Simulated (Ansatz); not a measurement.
# LiBr (SMILES [Li][Br]): one structure at several levels

A test off equilibrium: a structure displaced at random from a GFN2-xTB minimum is computed at several levels, and each is set against CCSD(T).

The runs use Ansatz 0.2.0, Gaussian basis; single points in def2-TZVPP.

Cores are frozen in the correlated methods. Filled d shells of the heavier atoms are correlated. The outer core shell of Li, Na, Mg and K is correlated.

**1. The system as given**

SMILES `[Li][Br]`, 2 atoms, charge 0, spin multiplicity 1.

Atoms are counted from 1 here; the program's logs count them from 0.

Bond lengths: Li1–Br2 2.121 Å.

As a file:

```
Li   -0.89070    0.28750   -0.44820
Br    0.92220   -0.33230    0.46270
```

**2. CCSD(T)/def2-TZVPP**

run/in.yaml

```yaml
crystal:
  periodic: [false, false, false]
  atoms:
    - {symbol: Li, position_ang: [-0.890700, 0.287500, -0.448200]}
    - {symbol: Br, position_ang: [0.922200, -0.332300, 0.462700]}
basis:
  gaussian: {orbitals: def2-TZVPP}
correlation: {method: ccsd_t}
output: {forces: true}
```

The command line of these runs was not kept.

**3. PBE0-D4/def2-TZVPP**

Changes to run/in.yaml since step 2:

```diff
@@ -7,3 +7,3 @@
   gaussian: {orbitals: def2-TZVPP}
-correlation: {method: ccsd_t}
-output: {forces: true}
+hamiltonian: {xc: pbe0, dispersion: d4}
+output: {forces: true, orbitals: {seedname: orbitals}}
```

**4. wB97M-V/def2-TZVPP**

Changes to run/in.yaml since step 3:

```diff
@@ -7,3 +7,3 @@
   gaussian: {orbitals: def2-TZVPP}
-hamiltonian: {xc: pbe0, dispersion: d4}
-output: {forces: true, orbitals: {seedname: orbitals}}
+hamiltonian: {xc: {name: wB97M-V}}
+output: {forces: true}
```

**5. r2SCAN-D4/def2-TZVPP**

Changes to run/in.yaml since step 4:

```diff
@@ -7,3 +7,3 @@
   gaussian: {orbitals: def2-TZVPP}
-hamiltonian: {xc: {name: wB97M-V}}
+hamiltonian: {xc: r2scan, dispersion: d4}
 output: {forces: true}
```

**6. PBE-D4/def2-TZVPP**

Changes to run/in.yaml since step 5:

```diff
@@ -7,3 +7,3 @@
   gaussian: {orbitals: def2-TZVPP}
-hamiltonian: {xc: r2scan, dispersion: d4}
+hamiltonian: {xc: pbe, dispersion: d4}
 output: {forces: true}
```

**7. BHLYP-D4/def2-TZVPP**

Changes to run/in.yaml since step 6:

```diff
@@ -7,3 +7,3 @@
   gaussian: {orbitals: def2-TZVPP}
-hamiltonian: {xc: pbe, dispersion: d4}
+hamiltonian: {xc: {name: BHLYP}, dispersion: d4}
 output: {forces: true}
```

**8. r2SCAN0-D4/def2-TZVPP**

Changes to run/in.yaml since step 7:

```diff
@@ -7,3 +7,3 @@
   gaussian: {orbitals: def2-TZVPP}
-hamiltonian: {xc: {name: BHLYP}, dispersion: d4}
+hamiltonian: {xc: {name: r2SCAN0}, dispersion: d4}
 output: {forces: true}
```

(Steps that only read results are left out.)

Before running it: what results should come out? Wanted: energy less free atoms, CCSD(T)/def2-TZVPP; RMS force component; RMS force error; HOMO and LUMO, PBE0-D4; T1 diagnostic.

As calculated:

```
                                  quantity                                                                                               value
energy less free atoms, CCSD(T)/def2-TZVPP                                                                                      -97.2 kcal/mol
                       RMS force component                                                                0.236 to 0.332 eV/Å over the methods
                           RMS force error  PBE0-D4 0.076, wB97M-V 0.052, r2SCAN-D4 0.018, PBE-D4 0.049, BHLYP-D4 0.096, r2SCAN0-D4 0.045 eV/Å
                    HOMO and LUMO, PBE0-D4                                                                                  -6.86 and -1.36 eV
                             T1 diagnostic                                                                                               0.005
```

What this shows: Against CCSD(T) the functionals' energies less atoms differ by -4.3 to -0.5 kcal/mol, PBE-D4 by -1.3 kcal/mol. CCSD(T) in triple zeta still lacks some correlation energy of the bonds, so part of these gaps is its own basis error and they don't rank the functionals. The forces of r2SCAN-D4 come nearest to CCSD(T), those of BHLYP-D4 are farthest. Frozen-core CCSD(T) forces in triple zeta carry basis errors of their own, and this is one geometry, so small gaps rank nothing.
